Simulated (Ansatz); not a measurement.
# AlSn (P-6m2) in Ansatz: band structure with r2SCAN

Aim: the band structure of AlSn with r2SCAN.

All numbers are computed with Ansatz 0.2.0; they aren't measurements. Logs are shortened: lines on timing, memory, paths and dates and some standing lists are left out, and cuts for length are marked.

### 1 The crystal as given

It takes space group P-6m2 (No. 187, hexagonal). Conventional cell: a = 4.198 Å, b = 4.198 Å, c = 3.307 Å, α = 90.00°, β = 90.00°, γ = 120.00°. Sn (site symmetry -6m2) is surrounded by 6 Al at 2.93 Å and 2 Sn at 3.31 Å. Al (site symmetry -6m2) is surrounded by 6 Sn at 2.93 Å and 2 Al at 3.31 Å.

The cell comes from a database or a generator and needn't be the stable form of this composition.

### 2 Band structure, r2SCAN, spin-orbit coupling, no magnetisation

Contents of input.yaml:

```yaml
crystal:
  lattice:
    - [4.1981056157, 0.0, 0.0]
    - [-2.0990528078, 3.6356661109, 0.0]
    - [0.0, 0.0, 3.306847]
  atoms:
    - { symbol: Sn, position: [0.3333333333, 0.6666666667, 0.5] }
    - { symbol: Al, position: [0.0, 0.0, 0.0] }
hamiltonian:
  xc: r2scan
  pseudopotentials: { kind: paw_fr }
magnetization:
  noncollinear: true
  spin_orbit: true
kpoints:
  mp_grid: { grid: [5, 5, 6] }
  band_path:
    path:
      - [[0.0, 0.0, 0.0], [0.5, 0.0, 0.0], [0.3333333333, 0.3333333333, 0.0], [0.0, 0.0, 0.0], [0.0, 0.0, 0.5], [0.5, 0.0, 0.5], [0.3333333333, 0.3333333333, 0.5], [0.0, 0.0, 0.5]]
      - [[0.5, 0.0, 0.5], [0.5, 0.0, 0.0]]
      - [[0.3333333333, 0.3333333333, 0.0], [0.3333333333, 0.3333333333, 0.5]]
    npoints: 14
scf:
  occupations: { method: fermi_dirac, width: 0.05 }
  n_extra_bands: 6
output:
  forces: true
  stress: true
  eigenvalues: true
  fatbands: true
  write_density: true
  write_potential: true
  elf: true
  volumetric_format: npy
```

Potentials or basis: Ansatz PAW.

Launch:

```
> ansatz run input.yaml --threads 2 --pin off --max-ram 5632MiB --backend cpu --events-out ev --progress --plain --runs-dir out
```

Output:

```text
Warning: RAYON_NUM_THREADS=2 ignored (pool sized by the plan → 2); use --threads N
scf.n_extra_bands = 6 over 17 filled bands (N_el = 17.0): the run solves 23 bands
Engine: ansatz 0.2.0, aarch64-unknown-linux-gnu
Pseudopotentials: kind: paw_fr
Pseudopotential: Sn, paw_fr, valence charge 14, recommended cutoff 500 eV (meta_gga), Sn.paw.azcp#standard-fr
Pseudopotential: Al, paw_fr, valence charge 3, recommended cutoff 500 eV (meta_gga), Al.paw.azcp#standard-fr
Functional definition: r2SCAN
  parameter k0 = 0.174
  parameter k1 = 0.065
  parameter a1 = 4.9479
  exchange = r2scan_x(k0 = k0, k1 = k1, a1 = a1)
  correlation = r2scan_c
non-collinear run that drives no moment, with spin-orbit: no starting moment large enough to seed its density (crystal.atoms[].spin), no starting occupations that ask for one, no magnetisation constraint and no magnetic field, so the semilocal B_xc is pinned to zero
Crystal: 2 atoms, lattice volume = 50.472 Å³
Basis set: ecut = 500 eV, 1291 PW (Γ), exchange–correlation on 128×128×100 points (64 copies of the dense FFT grid, shifted against one another)
Bands: 23, of which v1, the nominal top of the filled ones, is band 17 counted from 1 (16 counted from 0)
Symmetry: 12 space group operations + 12 with time reversal
Magnetic group: BNS 187.210 (UNI 1440), of the structure as read, at distance tolerance 3.7e-5 Å
k-points: 20 of 150 (time reversal used)
Projection manifold: j_resolved (fully-relativistic pseudo-atomic orbitals)
Non-local potential: Sn, projectors of the file, l = 0: 2, l = 1: 4, l = 2: 4, l = 3: 4
Non-local potential: Al, projectors of the file, l = 0: 2, l = 1: 4, l = 2: 2
PAW form: soft (Blöchl's): semilocal exchange-correlation on the pseudo side does not see the compensation charge
PAW frozen core: Sn, regenerated for the run's functional (the file was generated under x = pbe(κ = 0.804, μ = 0.2195149727645171), c = pbe(β = 0.06672455060314922))
PAW frozen core: Al, regenerated for the run's functional (the file was generated under x = pbe(κ = 0.804, μ = 0.2195149727645171), c = pbe(β = 0.06672455060314922))
PAW one-centre angular grid: Sn, 590 points (default); XC on 273 of its mesh's 2787 points in the sphere
PAW one-centre angular grid: Al, 302 points (default); XC on 224 Gauss nodes
Initial density: superposition of atomic densities (chi_scale 0.1, normalization cell, long waves kept (reshape's long-wave potential 0.00 eV rms))
Initial wavefunctions: pseudopotential atomic-orbital guess
Functional: x = r2scan, c = r2scan; τ floored in thin density (d = 2e-4 eV/Å³)
iter 1 solved again at ethr=1.13e-3 eV; its pass at ethr=3.10e-3 eV (dr2=1.92e-1 eV) is discarded
SCF iter   1: F=—  HF=-6568.056954 eV  |F-HF|=—  |Δ(HF+E_count)|=         —  Δρ=2.01e-2  dr2=1.96e-1  dr2_τ=9.18e-4  dr2_m=0.00e0 (ungated)  ethr=1.13e-3  |M|=0.00e0 ∫|m|=0.00e0 μB  |m|>n=0.0e0 m-floor=0.0e0 τ_xc=0.0e0  β_m=0.30  ⟨swp⟩=1.1  Hψ=4265  notcnv=0
preconditioner: auto → none  [metal: Δε(μ)=0.093 eV  Ē_g=7.733 eV  σ=0.050 eV  W_gap=0.43  n_scr=8 (ndim 8)  ℏωp=13.8 eV  f_vac=0.000  D(μ)=1.17/eV (n_scr^D=8)  sad-step TF]
SCF iter   2: F=—  HF=-6568.093385 eV  |F-HF|=—  |Δ(HF+E_count)|=   3.64e-2  Δρ=1.64e-2  dr2=1.31e-1  dr2_τ=2.61e-4  dr2_m=0.00e0 (ungated)  ethr=1.13e-3  |M|=0.00e0 ∫|m|=0.00e0 μB  |m|>n=0.0e0 m-floor=0.0e0 τ_xc=0.0e0  β_m=0.59  ⟨swp⟩=2.0  Hψ=583  notcnv=0
SCF iter   3: F=—  HF=-6568.102134 eV  |F-HF|=—  |Δ(HF+E_count)|=   8.75e-3  Δρ=2.57e-3  dr2=4.25e-3  dr2_τ=1.36e-5  dr2_m=0.00e0 (ungated)  ethr=7.72e-4  |M|=0.00e0 ∫|m|=0.00e0 μB  |m|>n=0.0e0 m-floor=0.0e0 τ_xc=0.0e0  β_m=0.66  ⟨swp⟩=2.4  Hψ=645  notcnv=0
SCF iter   4: F=—  HF=-6568.103081 eV  |F-HF|=—  |Δ(HF+E_count)|=   9.48e-4  Δρ=4.21e-4  dr2=7.47e-5  dr2_τ=2.60e-7  dr2_m=0.00e0 (ungated)  ethr=2.50e-5  |M|=0.00e0 ∫|m|=0.00e0 μB  |m|>n=0.0e0 m-floor=0.0e0 τ_xc=0.0e0  β_m=0.74  ⟨swp⟩=2.0  Hψ=891  notcnv=0
SCF iter   5: F=—  HF=-6568.103289 eV  |F-HF|=—  |Δ(HF+E_count)|=   2.07e-4  Δρ=1.24e-4  dr2=1.36e-5  dr2_τ=3.32e-8  dr2_m=0.00e0 (ungated)  ethr=4.40e-7  |M|=0.00e0 ∫|m|=0.00e0 μB  |m|>n=0.0e0 m-floor=0.0e0 τ_xc=0.0e0  β_m=0.72  ⟨swp⟩=2.0  Hψ=797  notcnv=0
SCF iter   6: F=—  HF=-6568.103288 eV  |F-HF|=—  |Δ(HF+E_count)|=   1.28e-7  Δρ=3.39e-5  dr2=4.34e-7  dr2_τ=2.68e-9  dr2_m=0.00e0 (ungated)  ethr=8.02e-8  |M|=0.00e0 ∫|m|=0.00e0 μB  |m|>n=0.0e0 m-floor=0.0e0 τ_xc=0.0e0  β_m=0.77  ⟨swp⟩=2.9  Hψ=780  notcnv=0
SCF iter   7: F=-6568.103290 eV  HF=-6568.103290 eV  |F-HF|=6.36e-8  |Δ(HF+E_count)|=   1.15e-6  Δρ=8.41e-6  dr2=2.89e-8  dr2_τ=1.08e-10  dr2_m=0.00e0 (ungated)  ethr=5.88e-10  |M|=0.00e0 ∫|m|=0.00e0 μB  |m|>n=0.0e0 m-floor=0.0e0 τ_xc=0.0e0  ⟨swp⟩=11.7  Hψ=3616  notcnv=0
SCF 1 converged in 7 iterations: F = -6568.103290 eV  dr2 = 2.89e-8
NSCF: frozen V_eff on 129 k-points
SCF converged after 7 iterations
Magnetization: |M| = 0.0000 μB,  M = (+0.0000, +0.0000, +0.0000) μB
Absolute magnetization: 0.0000 μB (∫|m|)
  site 0: m = (+0.0000, +0.0000, +0.0000) μB, |m| = 0.0000 μB  (R = 1.21 Å)
  site 1: m = (+0.0000, +0.0000, +0.0000) μB, |m| = 0.0000 μB  (R = 1.21 Å)
Free energy (F): -6568.103290 eV
Harris-Foulkes:  -6568.103290 eV  (|F-HF|=6.36e-8)
Internal energy: -6568.093018 eV  (E = F + TS)
E sigma→0 (E₀):  -6568.098154 eV
Entropy (-TS):   -0.010271 eV (-5.136 meV/atom)
Fermi energy:    7.890184 eV
--- Per-component energies (eV) ---
  E_band       = -117.562649
  E_kinetic    = 207.553512
  E_local      = -1143.018525  (includes V_loc(G=0)·N_el)
  E_nonlocal   = -22.588082
  E_hartree    = 667.351188
  E_xc         = -410.221040
  E_vxc        = -133.922469  (∫ρ·V_xc dr)
  E_paw        = -4622.506844  (= ΣΔE_a)
  E_vpaw       = -368.201852  (= ΣTr[D̂ρ^β])
  E_aug_tail   = -0.000001  (compensation charges beyond the density's cutoff)
  E_vtau       = 7.917112  (kinetic-family band-sum trace: ∫τ·v_τ [+ j·A + Jᵃ·Aᵃ] dr)
  E_ewald      = -1245.349068
  E_core_change = 0.685843  (= ΣΔE_core)
  E_smearing   = -0.010271  (= −TS)
  E_closure    = 0.000000  (closes the sum)
  Σ components = -6568.103290   (vs F -6568.103290, Δ=0.00e0)
--- Forces (eV/Å), atoms counted from 1 ---
  atom   1  Sn     0.00000000     0.00000000     0.00000000
  atom   2  Al    -0.00000000    -0.00000000     0.00000000
  max |Σ_I F_I| component: 7.40e-17 eV/Å
--- Stress (GPa, compression-positive) ---
       -0.479982      -0.000000       0.000000
       -0.000000      -0.479982       0.000000
        0.000000       0.000000      -3.283062
  P = ⅓ Tr σ = -1.4143 GPa (-14.143 kbar)
--- Band table (eV; the first three rows and the last of 20) ---
  k-point 0: bands = ["-14.7841", "-14.7841", "-14.7164", "-14.7164", "-13.7687", "-13.7687", "-13.6822", "-13.6822", "-13.6774", "-13.6774", "-3.1602", "-3.1602", "7.3854", "7.3854", "7.6709", "7.6709", "8.8997", "8.8997", "10.6235", "10.6235", "11.1487", "11.1487", "11.1796"]
  k-point 1: bands = ["-14.7730", "-14.7730", "-14.7190", "-14.7172", "-13.7501", "-13.7501", "-13.6978", "-13.6956", "-13.6750", "-13.6750", "-2.7470", "-2.7470", "7.2627", "7.2627", "7.8595", "7.8595", "8.1020", "8.1097", "9.3882", "9.3882", "11.4532", "11.4532", "11.5101"]
  k-point 2: bands = ["-14.7565", "-14.7565", "-14.7229", "-14.7210", "-13.7263", "-13.7240", "-13.7066", "-13.7066", "-13.6700", "-13.6700", "-1.5116", "-1.5116", "3.6971", "3.6971", "9.0510", "9.0510", "9.3481", "9.3604", "10.4411", "10.4411", "12.1601", "12.1601", "12.2862"]
  k-point 19: bands = ["-14.7534", "-14.7518", "-14.7204", "-14.7177", "-13.7456", "-13.7446", "-13.6769", "-13.6762", "-13.6586", "-13.6536", "2.1645", "2.1671", "3.6288", "3.6373", "4.5042", "4.5872", "5.4199", "5.4300", "7.4075", "7.6209", "8.5917", "8.5975", "14.4604"]
```

Wall time 29 s (2 threads of Arm Neoverse V2, shared host); peak memory 0.57 GiB.

Results:

| Property | Result |
| --- | --- |
| Free energy | -6568.1033 eV |
| Pressure | -1.4 GPa |
| Band gap on the k mesh | none (metal or under the smearing width) |

Levels at the corners of the path, in eV from the Fermi level:
```
point  band 13  band 14  band 15  band 16  band 17  band 18  band 19  band 20
    Γ    -0.50    -0.50    -0.22    -0.22     1.01     1.01     2.73     2.73
    M    -6.72    -6.72    -2.06    -2.06     0.77     0.77     4.65     4.65
    K    -6.78    -6.70    -4.28    -4.13     5.17     5.24     5.87     5.89
    Γ    -0.50    -0.50    -0.22    -0.22     1.01     1.01     2.73     2.73
    A    -6.61    -6.61     2.53     2.53     3.02     3.02     3.72     3.72
    L    -4.56    -4.56    -3.42    -3.42    -2.42    -2.42     1.17     1.17
    H    -3.99    -3.97    -3.43    -3.32    -2.65    -2.64    -1.06    -0.80
    A    -6.61    -6.61     2.53     2.53     3.02     3.02     3.72     3.72
    L    -4.56    -4.56    -3.42    -3.42    -2.42    -2.42     1.17     1.17
    M    -6.72    -6.72    -2.06    -2.06     0.77     0.77     4.65     4.65
    K    -6.78    -6.70    -4.28    -4.13     5.17     5.24     5.87     5.89
    H    -3.99    -3.97    -3.43    -3.32    -2.65    -2.64    -1.06    -0.80
```

Caveat: the PAW data sets come from PBE, with cores solved anew for the run's functional, which leaves a small shift of forces and pressure.
